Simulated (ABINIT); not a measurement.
Write the native input for ABINIT 10.8.3 (patched build) that does the following.

| Quantity | Value |
| --- | --- |
| Task | single point |
| Functional | PBE |
| Potentials or basis | JTH PAW PBE v2.0 |
| Cutoff | 517 eV |
| k mesh | 11 × 7 × 5 |
| Occupations | fermi-dirac, width 0.05 eV |
| Spin | no spin polarisation |
| Fine-grid cutoff | 1034.03 eV |

The system is LiBe.

```
Be Li
1.0
     2.29599    0.00000    0.00000
     0.00000    3.61277    0.00000
    -0.40174    0.00000    5.51353
Be Li
2 2
Direct
  0.26897 0.75788 0.42427
  0.76814 0.23607 0.56593
  0.27784 0.76881 0.84683
  0.73920 0.25881 0.16109
```

The cell comes from a database or a generator and needn't be the stable form of this composition.

The cell isn't the ideal one: atoms moved at random, drawn with an rms of 0.05 Å.

The input as run:

run.abi

```
pp_dirpath "./"
pseudos "Be.GGA_PBE-JTH.xml, Li.GGA_PBE-JTH.xml"

acell 4.3387850162 6.8271514826 10.4466764025
rprim
     1.0000000000     0.0000000000     0.0000000000
     0.0000000000     1.0000000000     0.0000000000
    -0.0726722366     0.0000000000     0.9973558773
ntypat 2
znucl 4 3
natom 4
typat 1 1 2 2
xred
     0.2689720000     0.7578760000     0.4242710000
     0.7681370000     0.2360690000     0.5659350000
     0.2778440000     0.7688110000     0.8468290000
     0.7391970000     0.2588130000     0.1610870000
chkprim 0
chksymtnons 0
tolsym 1.0e-6

ecut 19.0
pawecutdg 38.0
pawxcdev 0

kptopt 1
ngkpt 11 7 5
nshiftk 1
shiftk 0.0 0.0 0.0

ixc 11

nband 11
occopt 3
tsmear 0.05 eV

nstep 100
tolvrs 1.0e-9

iomode 3
prtwf 0
prtden 0
prteig 0
prtebands 0
enunit 2
```

Potentials or basis: JTH PAW PBE v2.0.

The run is started by

```bash
$ abinit run.abi > log 2>&1
```

It gave:

```yaml
Pressure: 0.1 GPa
Largest_force: 0.604 eV/Å
Band_gap_on_the_k_mesh: none (metal or under the smearing width)
Valence_electrons_inside_the_program's_atomic_spheres: Be 2.54; Li 2.10, 2.11
```

It took 52 s on 1 thread of Arm Neoverse V2, with other jobs on the host, peak memory 0.16 GiB.
